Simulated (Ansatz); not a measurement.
# BH₃O₂ + HF: a complex and its separated parts

Aim: how far the complex at one end of a reaction step lies below its separated, relaxed parts, level by level.

Computed with Ansatz 0.2.0, Gaussian basis. Level: PBE0-D4/def2-TZVP structures, single points in def2-TZVPP, no counterpoise correction.

Levels: SPW92, PBE-D4, BLYP-D4, r2SCAN-D4, B97M-V, PBE0-D4, B3LYP-D4, r2SCAN0-D4, BHLYP-D4, CAM-B3LYP-D4, wB97X-V, wB97M-V, B2PLYP, PBE-QIDH, RPA on PBE, Hartree-Fock, MP2, CCSD, CCSD(T).

Correlated methods freeze the cores. B3LYP uses VWN-RPA correlation. B2PLYP carries no dispersion term here.

94 further runs of the same task are left out: 94 set aside as unsound or not needed.

## (1) Where the work starts

The complex: 8 atoms, charge 0, spin multiplicity 1.

Atoms are counted from 1 here; the program's logs count them from 0.

Bond lengths: B1–O3 1.350 Å, B1–O4 1.350 Å, B1–H6 1.215 Å, F2–H5 0.927 Å, O3–H7 0.958 Å, O4–H8 0.958 Å. Angles: O3–B1–O4 118.1°, O3–B1–H6 121.0°, O4–B1–H6 120.9°, B1–O3–H7 114.0°, B1–O4–H8 113.9°.

As a file:

```mol
BFH4O2
  3D, bonds by distance, orders not assigned

  8  6  0  0  0  0  0  0  0  0999 V2000
   -0.3364   -0.5007    0.3242 B   0  0
    1.2975    1.9549   -1.2638 F   0  0
   -1.3203   -1.0202   -0.4401 O   0  0
   -0.6219   -0.1962    1.6080 O   0  0
    1.1364    1.1370   -0.8591 H   0  0
    0.7809   -0.3347   -0.1231 H   0  0
   -1.0539   -1.2109   -1.3405 H   0  0
    0.1176    0.1707    2.0943 H   0  0
  1  3  8  0
  1  4  8  0
  1  6  8  0
  2  5  8  0
  3  7  8  0
  4  8  8  0
M  END
```

Its parts: BH₃O₂ holds atoms 1, 3, 4, 6, 7, 8; HF holds atoms 2, 5. Each part counts its atoms afresh in its own runs.

## (2) Relaxing BH₃O₂ alone

The input, relax-a/in.yaml:

```yaml
crystal:
  periodic: [false, false, false]
  atoms:
    - {symbol: B, position_ang: [-0.336367, -0.500685, 0.324210]}
    - {symbol: O, position_ang: [-1.320296, -1.020226, -0.440128]}
    - {symbol: O, position_ang: [-0.621913, -0.196178, 1.608016]}
    - {symbol: H, position_ang: [0.780933, -0.334675, -0.123100]}
    - {symbol: H, position_ang: [-1.053889, -1.210928, -1.340526]}
    - {symbol: H, position_ang: [0.117636, 0.170699, 2.094332]}
basis:
  gaussian: {orbitals: def2-TZVP}
hamiltonian: {xc: pbe0, dispersion: d4}
relax: {f_tol: 0.005, max_steps: 200}
```

Command:

```
$ ansatz run in.yaml --threads 2 --pin off --events-out ev --progress --plain --max-ram 4352MiB
```

After this run come: Relaxing HF alone; SPW92/def2-TZVPP; PBE-D4/def2-TZVPP; BLYP-D4/def2-TZVPP; r2SCAN-D4/def2-TZVPP; B97M-V/def2-TZVPP; PBE0-D4/def2-TZVPP; B3LYP-D4/def2-TZVPP; r2SCAN0-D4/def2-TZVPP; BHLYP-D4/def2-TZVPP; CAM-B3LYP-D4/def2-TZVPP; wB97X-V/def2-TZVPP; wB97M-V/def2-TZVPP; B2PLYP/def2-TZVPP; PBE-QIDH/def2-TZVPP; RPA on PBE/def2-TZVPP; CCSD(T)/def2-TZVPP; Vibrations of BH₃O₂; Vibrations of HF.

What does the calculation give? Wanted: complex less parts, CCSD(T)/def2-TZVPP; with zero-point energy; largest T1 diagnostic.

As calculated:

| quantity | value |
| --- | --- |
| complex less parts, CCSD(T)/def2-TZVPP | -5.1 kJ/mol |
| with zero-point energy | -0.4 kJ/mol |
| largest T1 diagnostic | 0.013 |

What this shows: At CCSD(T) the complex lies 5.1 kJ/mol below its parts. PBE-QIDH is the best functional here (-0.6 kJ/mol from CCSD(T)); SPW92 is the worst (-15.8 kJ/mol). By rung, the mean size of the error is: LDA 15.8, GGA 7.1, meta-GGA 4.7, hybrid 3.4, range-separated hybrid 3.1, double hybrid 0.8 kJ/mol. PBE-D4 gives a relative energy 8.1 kJ/mol too low, an error of 159 % of the reference. The complex's frequency run has imaginary modes: the structure is no minimum, so both the energy and the zero-point correction are in doubt. No counterpoise was applied, and triple zeta lacks some correlation, so the CCSD(T) reference has a basis error of its own, and close matches with it are partly luck.
